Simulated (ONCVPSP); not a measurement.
# Ga: the cost of one run

Program: ONCVPSP 4.0.1.1 (patched build). Reference atom: PBEsol, scalar-relativistic, spherical and spin-unpolarised. All values are calculated.

### 1 Settings

The settings as typed:

```json
{
  "element": "gallium (Ga, Z = 31)",
  "type": "optimised norm-conserving Vanderbilt (ONCV)",
  "frozen core": "[Ne]",
  "valence charge": "21",
  "reference configuration": "3s2 3p6 3d10 4s2 4p1",
  "partial waves": "3s+4s: rc 1.00 bohr, ncon 4, nbas 8, qcut 11.6 1/bohr, 2 projectors; 3p+4p: rc 1.20 bohr, ncon 4, nbas 7, qcut 12.2 1/bohr, 2 projectors; 3d: rc 0.80 bohr, ncon 4, nbas 8, qcut 22.8 1/bohr, 2 projectors, debl 0.8 Ha",
  "local potential": "polynomial inside 0.60 bohr (lpopt 5, dvloc0 6 Ha)",
  "core correction": "Teter function fitted to the true core (icmod 2), fcfact 0.25"
}
```

An earlier all-electron run gives the scale for the radii.

All-electron outer shells of the reference configuration (PBEsol, scalar-relativistic, ld1.x):

```json
{"shell": "2s", "level (eV)": "-1261.21", "outermost node (bohr)": "0.07", "outermost maximum (bohr)": "0.18"}
{"shell": "2p", "level (eV)": "-1098.23", "outermost node (bohr)": "–", "outermost maximum (bohr)": "0.15"}
{"shell": "3s", "level (eV)": "-147.78", "outermost node (bohr)": "0.27", "outermost maximum (bohr)": "0.56"}
{"shell": "3p", "level (eV)": "-98.68", "outermost node (bohr)": "0.24", "outermost maximum (bohr)": "0.56"}
{"shell": "3d", "level (eV)": "-19.16", "outermost node (bohr)": "–", "outermost maximum (bohr)": "0.53"}
{"shell": "4s", "level (eV)": "-8.96", "outermost node (bohr)": "0.81", "outermost maximum (bohr)": "1.90"}
{"shell": "4p", "level (eV)": "-2.57", "outermost node (bohr)": "0.87", "outermost maximum (bohr)": "2.53"}
```

### 2 Generating the potential

File Ga.dat:

```
# ATOM AND REFERENCE CONFIGURATION
# atsym  z   nc   nv     iexc    psfile
  Ga 31.00    3    5  -116133      upf
#
#   n    l    f
    1    0    2.00
    2    0    2.00
    2    1    6.00
    3    0    2.00
    3    1    6.00
    3    2   10.00
    4    0    2.00
    4    1    1.00
#
# PSEUDOPOTENTIAL AND OPTIMIZATION
# lmax
    2
#
#   l,   rc,      ep,       ncon, nbas, qcut
    0    1.00    0.00    4    8   11.60
    1    1.20    0.00    4    7   12.20
    2    0.80    0.00    4    8   22.80
#
# LOCAL POTENTIAL
# lloc, lpopt,  rc(5),   dvloc0
    4    5    0.60    6.00
#
# VANDERBILT-KLEINMAN-BYLANDER PROJECTORs
# l, nproj, debl
    0    2    1.20
    1    2    1.80
    2    2    0.80
#
# MODEL CORE CHARGE
# icmod, fcfact, rcfact
    2    0.25    0.65
#
# LOG DERIVATIVE ANALYSIS
# epsh1, epsh2, depsh
   -7.00    5.00    0.04
#
# OUTPUT GRID
# rlmax, drl
    6.00    0.01
#
# TEST CONFIGURATIONS
# ncnf
    4
# nvcnf
#   n    l    f
    5
    3    0    2.00
    3    1    6.00
    3    2   10.00
    4    0    2.00
    4    1    0.00
#
    5
    3    0    2.00
    3    1    6.00
    3    2   10.00
    4    0    1.00
    4    1    0.00
#
    5
    3    0    2.00
    3    1    6.00
    3    2   10.00
    4    0    0.00
    4    1    0.00
#
    5
    3    0    2.00
    3    1    6.00
    3    2   10.00
    4    0    0.00
    4    1    3.00
#
```

Command:

```console
$ oncvpsp.x < Ga.dat > Ga.out
```

**Question.** How long does this run take on 1 thread of Neoverse-N1, shared host?

About 6.3 s.
